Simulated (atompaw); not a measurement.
# A PAW (atompaw) potential for promethium, from input to tests

Aim: build the potential from the settings below, then test how well it stands in for the atom: scattering, ghost states and the plane-wave cutoff that it needs.

The numbers are computed with atompaw 4.2.0.5 (PBE, scalar-relativistic, spin-unpolarised reference atom).

### Step 1. Starting point

The settings as typed:

```
element                 : promethium (Pm, Z = 61)
type                    : PAW
frozen core             : [Kr] 4d10
valence charge          : 15
reference configuration : 4f5 5s2 5p6 5d0 6s2 6p0
partial waves           : 5s (bound); 6s (bound); 5p (bound); 6p (bound, empty); 5d (bound, empty); 5d channel at 0.4 Ry; 4f (bound); 4f channel at 0.4 Ry
local potential         : troulliermartins scheme with l = 4 at 0 Ry, radius 2.35 bohr
core correction         : smooth core density matched at 1.50 bohr
augmentation charge     : gaussian compensation charge, radius 2.95 bohr; PAW radius 3.00 bohr; waves and projectors: bloechl
```

The outer shells as boxes (Hund's rule for the drawing; the calculation is spin-unpolarised):

```
[Kr] core
4d [↑↓][↑↓][↑↓][↑↓][↑↓]
4f [↑ ][↑ ][↑ ][↑ ][↑ ][  ][  ]
5s [↑↓]
5p [↑↓][↑↓][↑↓]
5d [  ][  ][  ][  ][  ]
6s [↑↓]
6p [  ][  ][  ]
```

An earlier all-electron run gives the scale for the radii.

All-electron outer shells of the reference configuration (PBE, scalar-relativistic, ld1.x):

```json
{"shell": "4p", "level (eV)": "-236.70", "outermost node (bohr)": "0.31", "outermost maximum (bohr)": "0.58"}
{"shell": "4d", "level (eV)": "-122.76", "outermost node (bohr)": "0.29", "outermost maximum (bohr)": "0.60"}
{"shell": "5s", "level (eV)": "-41.87", "outermost node (bohr)": "0.70", "outermost maximum (bohr)": "1.29"}
{"shell": "5p", "level (eV)": "-22.67", "outermost node (bohr)": "0.75", "outermost maximum (bohr)": "1.46"}
{"shell": "6s", "level (eV)": "-3.54", "outermost node (bohr)": "1.74", "outermost maximum (bohr)": "3.72"}
{"shell": "4f", "level (eV)": "-2.15", "outermost node (bohr)": "–", "outermost maximum (bohr)": "0.64"}
{"shell": "5d", "level (eV)": "-1.80", "outermost node (bohr)": "0.86", "outermost maximum (bohr)": "2.20"}
{"shell": "6p", "level (eV)": "-1.22", "outermost node (bohr)": "2.10", "outermost maximum (bohr)": "5.02"}
```

### Step 2. Generating the potential

The input, Pm.input:

```
Pm 61
GGA-PBE scalarrelativistic loggrid 2001 logderivrange -5 5 251
6 6 5 4 0 0
6 1 0
5 2 0
4 3 5
0 0 0
c
c
c
c
v
v
c
c
c
v
v
c
c
v
v
3
3.00 2.95 2.35 1.50
n
n
y
0.4
n
y
0.4
n
bloechl gaussian
4 0 troulliermartins
PWSCFOUT
UPFDX 0.0125d0 UPFXMIN -7.d0 UPFZMESH 61.d0
END
```

Command:

```sh
$ atompaw < Pm.input > Pm.log
```

Q: Predict the outcome of this session. Wanted: cutoffs for 10 and 1 mRy, occupied levels; bound ghosts; largest phase difference near zero energy, channels read; lowest eigenvalue of the overlap; share of valence orbitals outside the PAW sphere; UPF file.

The runs gave:

```
                                                quantity                                              value
               cutoffs for 10 and 1 mRy, occupied levels                                    35 Ry and 45 Ry
                                            bound ghosts                                         none found
largest phase difference near zero energy, channels read                                          0.033 rad
         lowest eigenvalue of the overlap (Bessel basis)                                          0.017 (d)
        share of valence orbitals outside the PAW sphere  5s 1 %, 6s 83 %, 5p 3 %, 6p 95 %, 5d 49 %, 4f 2 %
                                                UPF file                                            written
```

It counts as soft on the atom at that tolerance, with 35 Ry needed at the looser tolerance. The Bessel-basis test finds no level below the valence levels. Of the channels read, s scatters worst near zero energy, by up to 0.03 rad. The pseudo curves have poles with no partner nearby in the atom's: s at 1.88 Ry, d at 1.26 Ry. At positive energy that is a spurious or a displaced resonance. These are tests on the free atom; a crystal test is still owed.
